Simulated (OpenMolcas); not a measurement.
**One shape, several levels: CH2FNSi (SMILES FC1=N[SiH2]1)**

Aim: a comparison of 6 runs (HF/STO-3G, B3LYP/6-31G*, M06-2X/6-311+G**, PBE/6-311+G**, PBE0/6-311+G**, MP2/6-311+G**) of CH2FNSi. 

The results are computed with OpenMolcas 26.06.

## 1. Starting point

CH2FNSi has 6 atoms, charge 0, and is taken as a singlet. As SMILES, `FC1=N[SiH2]1`. The shape is that of a PBE0-D4/def2-TZVP optimisation.

Bond lengths: F1–C2 1.313 Å, C2–N3 1.261 Å, C2–Si4 1.766 Å, N3–Si4 1.801 Å, Si4–H5 1.477 Å, Si4–H6 1.477 Å. Angles: F1–C2–N3 128.8°, F1–C2–Si4 160.4°, N3–C2–Si4 70.8°, C2–N3–Si4 67.8°, C2–Si4–N3 41.4°, C2–Si4–H5 122.2°, C2–Si4–H6 122.2°, N3–Si4–H5 118.8°, N3–Si4–H6 118.8°, H5–Si4–H6 113.7°.

## 2. Energy and forces at HF/STO-3G (run 1)

The input, job.inp:

```
* CH2FNSi Hartree-Fock
>>> EXPORT MOLCAS_PRINT=2
&GATEWAY
BasLib
$CurrDir
BasisSet
F.STO-3G....
F1 1.423100 -1.608300 0.851500 angstrom
End of Basis
BasisSet
C.STO-3G....
C2 0.513000 -0.815400 0.333600 angstrom
End of Basis
BasisSet
N.STO-3G....
N3 -0.624100 -1.110900 -0.124500 angstrom
End of Basis
BasisSet
Si.STO-3G....
Si4 -0.284400 0.654600 -0.233900 angstrom
End of Basis
BasisSet
H.STO-3G....
H5 0.001700 1.243400 -1.557500 angstrom
H6 -0.987300 1.572700 0.684600 angstrom
End of Basis
&SEWARD
&SCF
Thresholds
1e-10 1e-07 1e-07 1e-05
PrOrbitals
0
&ALASKA
```

The basis set STO-3G is read from a file made from the Basis Set Exchange's data (not shown).

Command:

```sh
$ export MOLCAS_MEM=1860
$ pymolcas job.inp > job.log
```

The program printed:

```text
--- Start Module: gateway ---
[...]
--- Stop Module: gateway /rc=_RC_ALL_IS_WELL_ ---
[...]
      Basis functions           26
[...]
--- Start Module: scf ---
[...]
       Convergence after  14 Iterations
[...]
::    Total SCF energy                               -475.8505410626
[...]
      Total spin, S                                     0.0000000000
[...]
      Total electronic charge=   38.000000
      Total            charge=   -0.000000
[...]
      Dipole Moment (debye):
      Origin of the operator (angstrom)=    0.2067   -0.4633    0.1469
                   X=  5.8096E-01               Y=  2.8197E+00               Z= -1.5770E-01           Total=  2.8833E+00
      Quadrupole Moment (debye*angstrom):
[...]
--- Stop Module: scf /rc=_RC_ALL_IS_WELL_ ---
--- Start Module: alaska ---
[...]
 *              Molecular gradients               *
 **************************************************
  Irreducible representation: a
 ------------------------------------------------------------------------------------------
                              X                       Y                       Z
 ------------------------------------------------------------------------------------------
  F1               -2.98526964212407E-02    1.63292268495407E-02   -1.55626220503695E-02
  C2               -9.14476573822220E-03   -3.91781018576075E-02    1.70960366410888E-03
  N3                4.84214417086708E-02    8.21392957691636E-03    2.01521581310500E-02
  SI4               1.80339288749076E-03   -1.79738507282092E-02    3.42042270921938E-03
  H5                3.97014090480552E-03    1.31068298847290E-02   -2.65768580069787E-02
  H6               -1.51975133414846E-02    1.95019662746914E-02    1.68572955529620E-02
 ------------------------------------------------------------------------------------------
--- Stop Module: alaska /rc=_RC_ALL_IS_WELL_ ---
[...]
```

Wall time 2 s (1 thread of Arm Neoverse V1, shared host); peak memory 0.37 GiB.

## 3. Energy and gradient at B3LYP/6-31G(d) (Cartesian functions) (run 2)

The input, struct.xyz:

```xyz
6

F      1.423100    -1.608300     0.851500
C      0.513000    -0.815400     0.333600
N     -0.624100    -1.110900    -0.124500
Si    -0.284400     0.654600    -0.233900
H      0.001700     1.243400    -1.557500
H     -0.987300     1.572700     0.684600
```

The input, test.inp:

```
* CH2FNSi Kohn-Sham DFT
>>> EXPORT MOLCAS_PRINT=2

&GATEWAY
 BasLib=$CurrDir
 Coord=struct.xyz
 Basis=6-31Gs
 Group=NoSym

&SEWARD
 GridInput
 Grid=UltraFine
 End of Grid

&SCF
 KSDFT=B3LYP
 Thresholds=1e-10 1e-07 1e-07 1e-05
 PrOrbitals=1

&ALASKA
```

The basis set 6-31G* is read from a file made from the Basis Set Exchange's data (not shown).

Command:

```sh
$ export MOLCAS_MEM=1860
$ pymolcas test.inp > test.log
```

The program printed:

```text
--- Start Module: gateway ---
[...]
--- Stop Module: gateway /rc=_RC_ALL_IS_WELL_ ---
[...]
      Basis functions           68
[...]
--- Start Module: scf ---
[...]
       Convergence after  16 Iterations
[...]
::    Total KS-DFT energy                            -483.3248074739
[...]
      Total spin, S                                     0.0000000000
[...]
      Total electronic charge=   38.000000
      Total            charge=   -0.000000
[...]
      Dipole Moment (debye):
      Origin of the operator (angstrom)=    0.2067   -0.4633    0.1469
                   X=  2.6081E-01               Y=  2.4736E+00               Z= -2.4816E-01           Total=  2.4996E+00
      Quadrupole Moment (debye*angstrom):
[...]
--- Stop Module: scf /rc=_RC_ALL_IS_WELL_ ---
[...]
--- Start Module: alaska ---
[...]
 *              Molecular gradients               *
 **************************************************
  Irreducible representation: a
 ------------------------------------------------------------------------------------------
                              X                       Y                       Z
 ------------------------------------------------------------------------------------------
  F1               -9.55894013580583E-03    6.40713305480389E-03   -5.15454386737257E-03
  C2               -3.08739560054150E-03   -2.56729325606075E-03   -9.93239816145408E-04
  N3                1.15380137488774E-02    9.49426718774404E-03    3.69601561039090E-03
  SI4               9.12405740173483E-04   -1.19693598265407E-02    2.14827649769678E-03
  H5               -5.50314991004663E-05   -6.37095535215515E-04    5.06044447428078E-04
  H6                2.50947746472718E-04   -7.27651624790049E-04   -2.02552872058614E-04
 ------------------------------------------------------------------------------------------
--- Stop Module: alaska /rc=_RC_ALL_IS_WELL_ ---
[...]
```

Wall time 20 s (1 thread of Arm Neoverse V1, shared host); peak memory 0.41 GiB.

Run 3 isn't shown in full; the table further down has it.

## 4. Energy and forces at PBE/6-311+G(d,p) (run 4)

The input, coord.xyz:

```xyz
6

F      1.423100    -1.608300     0.851500
C      0.513000    -0.815400     0.333600
N     -0.624100    -1.110900    -0.124500
Si    -0.284400     0.654600    -0.233900
H      0.001700     1.243400    -1.557500
H     -0.987300     1.572700     0.684600
```

The input, mol.inp:

```
* CH2FNSi Kohn-Sham DFT
>>> EXPORT MOLCAS_PRINT=2

&GATEWAY
 BasLib = $CurrDir
 Coord = coord.xyz
 Basis = 6-311pGss
 Group = NoSym

&SEWARD
 GridInput
 Grid=UltraFine
 End of Grid

&SCF
 KSDFT = PBE
 Thresholds = 1e-10 1e-07 1e-07 1e-05
 PrOrbitals = 1 1

&ALASKA
```

The basis set 6-311+G** is read from a file made from the Basis Set Exchange's data (not shown).

Command:

```sh
$ export MOLCAS_MEM=1860
$ pymolcas mol.inp > mol.log
```

The program printed:

```text
--- Start Module: gateway ---
[...]
--- Stop Module: gateway /rc=_RC_ALL_IS_WELL_ ---
[...]
      Basis functions          108
[...]
--- Start Module: scf ---
[...]
       Convergence after  16 Iterations
[...]
::    Total KS-DFT energy                            -483.0448956698
[...]
      Total spin, S                                     0.0000000000
[...]
      Total electronic charge=   38.000000
      Total            charge=   -0.000000
[...]
      Dipole Moment (debye):
      Origin of the operator (angstrom)=    0.2067   -0.4633    0.1469
                   X=  1.1060E-01               Y=  2.6608E+00               Z= -3.4190E-01           Total=  2.6850E+00
      Quadrupole Moment (debye*angstrom):
[...]
--- Stop Module: scf /rc=_RC_ALL_IS_WELL_ ---
[...]
--- Start Module: alaska ---
[...]
 *              Molecular gradients               *
 **************************************************
  Irreducible representation: a
 ------------------------------------------------------------------------------------------
                              X                       Y                       Z
 ------------------------------------------------------------------------------------------
  F1               -1.41860136546228E-02    1.08479533804804E-02   -7.84773088281199E-03
  C2               -4.99258613627518E-03   -5.57612713612304E-03   -1.39104696967030E-03
  N3                1.76884231703021E-02    1.60078830633932E-02    5.45214529148108E-03
  SI4              -1.34741508593272E-04   -1.74266694481027E-02    2.48765871223000E-03
  H5               -7.55819592758278E-04   -1.40989417608495E-03    4.21212110760605E-03
  H6                2.38073772192671E-03   -2.44314568355408E-03   -2.91314725882863E-03
 ------------------------------------------------------------------------------------------
--- Stop Module: alaska /rc=_RC_ALL_IS_WELL_ ---
[...]
```

Wall time 40 s (1 thread of Arm Neoverse V1, shared host); peak memory 0.63 GiB.

Run 5 isn't shown in full; the table further down has it.

## 5. The energy at MP2/6-311+G(d,p) (run 6)

The input, mol.inp:

```
* CH2FNSi MP2
>>> EXPORT MOLCAS_PRINT=2
&GATEWAY
BasLib=$CurrDir
Coord
6
angstrom
F        1.423100      -1.608300       0.851500
C        0.513000      -0.815400       0.333600
N       -0.624100      -1.110900      -0.124500
Si      -0.284400       0.654600      -0.233900
H        0.001700       1.243400      -1.557500
H       -0.987300       1.572700       0.684600
Basis=6-311pGss
Group=NoSym
&SEWARD
&SCF
Thresholds=1e-10 1e-07 1e-07 1e-05
PrOrbitals=1 2
&MBPT2
Frozen=8
```

The basis set 6-311+G** is read from a file made from the Basis Set Exchange's data (not shown).

Command:

```sh
$ export MOLCAS_MEM=1860
$ pymolcas mol.inp > mol.log
```

The program printed:

```text
--- Start Module: gateway ---
[...]
--- Stop Module: gateway /rc=_RC_ALL_IS_WELL_ ---
[...]
      Basis functions          108
[...]
--- Start Module: scf ---
[...]
       Convergence after  15 Iterations
[...]
::    Total SCF energy                               -481.8417725928
[...]
      Total spin, S                                     0.0000000000
[...]
      Total electronic charge=   38.000000
      Total            charge=   -0.000000
[...]
      Dipole Moment (debye):
      Origin of the operator (angstrom)=    0.2067   -0.4633    0.1469
                   X= -2.4388E-02               Y=  3.6828E+00               Z= -5.5150E-01           Total=  3.7239E+00
      Quadrupole Moment (debye*angstrom):
[...]
--- Stop Module: scf /rc=_RC_ALL_IS_WELL_ ---
[...]
--- Start Module: mbpt2 ---
[...]
WARNING!
Default frozen orbitals as non valence orbitals is overwritten by user input.
Default values:   5
[...]
       Reference weight ( Cref**2 )         =        0.84150
::    Total MBPT2 energy                             -482.4484516648
[...]
      Total MBPT2 calculations                           0.52      0.57
--- Stop Module: mbpt2 /rc=_RC_ALL_IS_WELL_ ---
[...]
```

Run time: 13 s. Hardware: 1 thread of Arm Neoverse V1, shared host; peak memory 0.63 GiB.

## 6. All runs side by side

```tsv
run	level	Cartesian functions	integration grid	energy (Eh)	dipole moment (D) of the reference	HOMO energy (eV)	LUMO energy (eV)	wall time
1	HF/STO-3G	no	–	-475.850541	2.88	-7.16	8.82	2 s
2	B3LYP/6-31G* (Cartesian functions)	yes	UltraFine	-483.324807	2.50	-7.10	-0.94	20 s
3	M06-2X/6-311+G**	no	UltraFine	-483.302993	3.27	-8.87	-0.62	54 s
4	PBE/6-311+G**	no	UltraFine	-483.044896	2.68	-6.39	-2.05	40 s
5	PBE0/6-311+G**	no	UltraFine	-483.066004	3.00	-7.66	-1.26	39 s
6	MP2/6-311+G**	no	–	-482.448452	3.72	-10.72	1.14	13 s
```

## 7. Outcome

```
                                          quantity          value
                               run 6: total energy  -482.44845 Eh
         run 6: dipole moment (mean-field density)         3.72 D
        run 6: HOMO energy (Hartree–Fock orbitals)      -10.72 eV
        run 6: LUMO energy (Hartree–Fock orbitals)        1.14 eV
      run 6: HOMO–LUMO gap (Hartree–Fock orbitals)       11.86 eV
run 6: correlation energy (8 core orbitals frozen)     -606.7 mEh
```

In words: Over runs 1, 2, 3, 4, 5 the dipole moment (its size) runs from 2.50 D (B3LYP/6-31G*) to 3.27 D (M06-2X/6-311+G**). The two ends differ in method and basis. Over runs 1, 2, 3, 4, 5 the HOMO–LUMO gap runs from 4.34 eV (PBE/6-311+G**) to 15.98 eV (HF/STO-3G). Totals of different functionals can't be ranked against each other. In run 1 the basis is minimal, so the values are rough. All runs together took 2.8 min, the longest 54 s.
